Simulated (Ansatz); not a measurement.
**InPt3 (Pm-3m): comparison of functionals at one structure, by script**

Computed with Ansatz 0.2.0, driven from Python. The levels of theory stand in the script.

**1. Starting point**

Symmetry: Pm-3m, No. 221, cubic system. Conventional cell: a = 3.988 Å, b = 3.988 Å, c = 3.988 Å, α = 90.00°, β = 90.00°, γ = 90.00°. In (site symmetry m-3m) is surrounded by 12 Pt at 2.82 Å. Around Pt (site symmetry 4/mmm) lie 4 In at 2.82 Å and 8 Pt at 2.82 Å.

The script holds or builds the structure itself.

**2. Script**

File inpt3_xc.py:

```python
'''One structure of InPt3 under several functionals.'''

import argparse

import ansatz as az

parser = argparse.ArgumentParser(description='One structure of InPt3 under several functionals.')
parser.add_argument('--ecut', type=float, required=True, help='basis')
parser.add_argument('--filling', required=True, help='how the bands are filled')
parser.add_argument('--k-spacing', type=float, default=0.26, help='k-point sampling')
args = parser.parse_args()


def main() -> None:
    lattice = az.Lattice.of(
        [3.988, 0.0, 0.0],
        [0.0, 3.988, 0.0],
        [0.0, 0.0, 3.988],
    )
    sites = [
        ('In', [0.0, 0.0, 0.0]),
        ('Pt', [0.5, 0.5, 0.0]),
        ('Pt', [0.0, 0.5, 0.5]),
        ('Pt', [0.5, 0.0, 0.5]),
    ]
    cell = az.Crystal(lattice=lattice)
    for symbol, position in sites:
        cell = cell.atom(symbol, position)

    job = (
        cell.calculation()
        .basis(args.ecut)
        .occupations(args.filling)
        .kpoints(spacing=args.k_spacing)
        .stress()
    )

    rows = []
    for value in ['pbesol', 'r2scan', 'lda']:
        report = job.functional(value).run().report
        rows.append((value, report['free_energy_ev'] / len(report['lattice']['sites']), report['n_iterations'], sum(report['stress_gpa'][i][i] for i in range(3)) / 3, report['n_kpoints']))

    print('  functional   F/atom (eV)    iterations       P (GPa)      k-points')
    for row in rows:
        print(f'{str(row[0]):>12s}  {row[1]:12.5f}  {row[2]:12d}  {row[3]:12.3f}  {row[4]:12d}')


if __name__ == '__main__':
    main()
```

**3. What the engine is handed**

The package turns the script's settings into the engine's input (first run):

```yaml
crystal:
  lattice:
    - [3.988, 0.0, 0.0]
    - [0.0, 3.988, 0.0]
    - [0.0, 0.0, 3.988]
  atoms:
    - { symbol: In, position: [0.0, 0.0, 0.0] }
    - { symbol: Pt, position: [0.5, 0.5, 0.0] }
    - { symbol: Pt, position: [0.0, 0.5, 0.5] }
    - { symbol: Pt, position: [0.5, 0.0, 0.5] }
basis:
  ecutwfc: 600.0
kpoints:
  mp_grid:
    kspacing: 0.26
hamiltonian:
  xc: pbesol
scf:
  occupations:
    method: fermi_dirac
output:
  stress: true
```

**4. The run**

On the command line:

```console
> python inpt3_xc.py --ecut 600.0 --filling Fermi-Dirac
```

**Question.** How long does this script take on 1 thread of Arm Neoverse V2, shared host, and how much memory does it need?

About 13 s, with a peak of 0.58 GiB.
